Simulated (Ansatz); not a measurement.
# BiTe: a trigonal deformation path

One table from this session's results is given with a row withheld; the runs are named, their logs left out.

Computed with Ansatz 0.2.0 (DFT PBEsol, scalar-relativistic, plane waves, PAW, unless a step's input says otherwise).

### The structure to begin with

Symmetry: Fm-3m, No. 225, cubic system. Conventional cell: a = 6.470 Å, b = 6.470 Å, c = 6.470 Å, α = 90.00°, β = 90.00°, γ = 90.00°. Around Bi (site symmetry m-3m) lie 6 Te at 3.23 Å. Te (site symmetry m-3m) has 6 Bi at 3.23 Å in its first shell of neighbours.

As a file:

```
CELL_PARAMETERS angstrom
0.00000 3.23500 3.23500
3.23500 0.00000 3.23500
3.23500 3.23500 0.00000
ATOMIC_POSITIONS crystal
Bi 0.00000 0.00000 0.00000
Te 0.50000 0.50000 0.50000
```

The cell is taken as given, not relaxed at this level.

### The reference cell

Reference values: F = -19143.6658 eV; pressure -1.71 GPa; largest force 0.000 eV/Å; gap on the mesh none (metal). It was computed beforehand with the settings of the runs below.

The first run:

At fixed volume and fractional coordinates, lengths along (0.577, 0.577, 0.577) are scaled against those across it; ρ is that ratio over its starting value.

input.yaml

```yaml
crystal:
  lattice:
    - [-1.3586148655, 2.7172297309, 2.7172297309]
    - [2.7172297309, -1.3586148655, 2.7172297309]
    - [2.7172297309, 2.7172297309, -1.3586148655]
  atoms:
    - { symbol: Bi, position: [0.0, 0.0, 0.0] }
    - { symbol: Te, position: [0.5, 0.5, 0.5] }
basis:
  ecutwfc: 420
kpoints:
  mp_grid: { grid: [14, 14, 14] }
hamiltonian:
  xc: pbesol
scf:
  occupations: { method: gaussian, width: 0.15 }
output:
  forces: true
  stress: true
  eigenvalues: true
```

Run with:

```
ansatz run input.yaml --threads 1 --pin off --max-ram 2560MiB --backend cpu --events-out ev --progress --plain --runs-dir out
```

Among the steps run: ρ = 0.500; Point ρ = 2.000; At ρ = 0.710; Point ρ = 1.410; ρ = 0.600; At ρ = 0.850; Point ρ = 1.200; Point ρ = 1.700; ρ = 0.930; Point ρ = 1.080.

One of the session's tables, all rows but one given; the rest of the session is left out.

Collected from the runs (energy zero: the undisturbed cell):

```
    ρ  ΔE (meV/atom)  pressure (GPa)
0.500          208.8            -7.3
0.600          168.1            -6.2
0.710              ?               ?
0.850           -1.1            -2.5
0.930            0.3            -1.9
1.000            0.0            -1.7
1.080            0.9            -1.9
1.200            2.4            -2.7
1.410           69.7            -4.5
1.700          281.7            -6.2
2.000          401.4            -6.8
```

**Question.** Estimate the row for ρ = 0.710.

Worked estimate for «ΔE (meV/atom)». A straight line through the neighbours (0.600, 168.1) and (0.850, -1.1) gives 168.1 + (-1.1 − 168.1) × (0.710 − 0.600) / (0.850 − 0.600) = 93.7; a parabola fitted to 4 rows on both sides gives 86.6.

The run gave: ΔE (meV/atom): 54.6; pressure (GPa): -4.4. In «ΔE (meV/atom)» the line misses by +39.1 and the parabola by +32.0.
